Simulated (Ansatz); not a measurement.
# Fe2Ge: the cost of one run

Computed with Ansatz 0.2.0, driven from Python. The levels of theory stand in the script.

### Step 1. The system

The structure is hexagonal, space group P6_3/mmc (No. 194). The conventional cell has a = 4.133 Å, b = 4.133 Å, c = 5.009 Å, α = 90.00°, β = 90.00°, γ = 120.00°. Fe (site symmetry -3m) has 8 Fe at 2.50 to 2.69 Å and 6 Ge at 2.69 Å in its first shell of neighbours. Around Fe (site symmetry -6m2) lie 5 Ge at 2.39 to 2.50 Å and 6 Fe at 2.69 Å. Ge (site symmetry -6m2) is surrounded by 11 Fe at 2.39 to 2.69 Å.

The script holds or builds the structure itself.

### Step 2. The script

lattice.py reads:

```python
'''Relaxed cell of Fe2Ge under several functionals.'''

import ansatz as az
from ase import Atoms
import numpy as np

params = {
    'mesh': (7, 7, 5),
    'cutoff_ev': 420,
    'smearing_width': 0.15,
    'force_tol': 0.05,
}

def edges_and_angles(cell):
    cell = np.asarray(cell)
    a, b, c = np.linalg.norm(cell, axis=1)
    cosines = cell[1] @ cell[2] / (b * c), cell[0] @ cell[2] / (a * c), cell[0] @ cell[1] / (a * b)
    return (a, b, c, *np.degrees(np.arccos(cosines)))


def main() -> None:
    atoms = Atoms(
        ['Fe', 'Fe', 'Fe', 'Fe', 'Ge', 'Ge'],
        scaled_positions=[
            (0.0, 0.0, 0.0),
            (0.0, 0.0, 0.5),
            (2 / 3, 1 / 3, 0.75),
            (1 / 3, 2 / 3, 0.25),
            (2 / 3, 1 / 3, 0.25),
            (1 / 3, 2 / 3, 0.75),
        ],
        cell=[
            (4.132868, 0.0, 0.0),
            (-2.066434, 3.579169, 0.0),
            (0.0, 0.0, 5.008752),
        ],
        pbc=True,
    )
    atoms.set_initial_magnetic_moments([3.5, 3.5, 3.5, 3.5, 0.0, 0.0])
    cell = az.Crystal.from_ase(atoms)

    calc = (
        cell.calculation()
        .kpoints(mesh=params['mesh'])
        .spin('collinear')
        .basis(params['cutoff_ev'])
        .occupations(az.OccupationsMethod.FERMI_DIRAC, width=params['smearing_width'])
        .relax(cell=True, force_tolerance=params['force_tol'], max_steps=40)
    )

    levels = [('pbesol', 'd3bj'), ('blyp', 'd3bj'), ('pbesol', 'none')]
    print('level            a       b       c    alpha   beta  gamma  V/atom  steps')
    for name, dispersion in levels:
        seen = []
        run = calc.functional(name, dispersion=dispersion).session().plan()
        outcome = run.execute(on_event=lambda e: seen.append(e) if e['event'] == 'relax_step' else None)
        cell = outcome.lattice.cell_ang
        label = name if dispersion == 'none' else f'{name}+{dispersion}'
        print('{:13s} {:7.4f} {:7.4f} {:7.4f} {:6.2f} {:6.2f} {:6.2f}'.format(label, *edges_and_angles(cell)), f'{abs(np.linalg.det(cell)) / len(outcome.lattice.sites):7.3f} {len(seen):5d}')


if __name__ == '__main__':
    main()
```

### Step 3. The calls as engine input

The package turns the script's settings into the engine's input (first run):

```yaml
crystal:
  lattice:
    - [4.132868, 0.0, 0.0]
    - [-2.066434, 3.579169, 0.0]
    - [0.0, 0.0, 5.008752]
  atoms:
    - { symbol: Fe, position: [0.0, 0.0, 0.0], spin: 3.5 }
    - { symbol: Fe, position: [0.0, 0.0, 0.5], spin: 3.5 }
    - { symbol: Fe, position: [0.6666666666666666, 0.3333333333333333, 0.75], spin: 3.5 }
    - { symbol: Fe, position: [0.3333333333333333, 0.6666666666666666, 0.25], spin: 3.5 }
    - { symbol: Ge, position: [0.6666666666666666, 0.3333333333333333, 0.25], spin: 0.0 }
    - { symbol: Ge, position: [0.3333333333333333, 0.6666666666666666, 0.75], spin: 0.0 }
basis:
  ecutwfc: 420.0
kpoints:
  mp_grid:
    grid: [7, 7, 5]
hamiltonian:
  xc: pbesol
  dispersion: d3bj
magnetization:
  spin_polarized: true
scf:
  occupations:
    method: fermi_dirac
    width: 0.15
relax:
  f_tol: 0.05
  max_steps: 40
  cell: {}
```

### Step 4. Running it

Started as:

```console
$ python lattice.py
```

What time and memory should one allow on 1 thread of AMD EPYC 9R45 (Zen 5), shared host?

About 1.8 min, with a peak of 0.65 GiB.
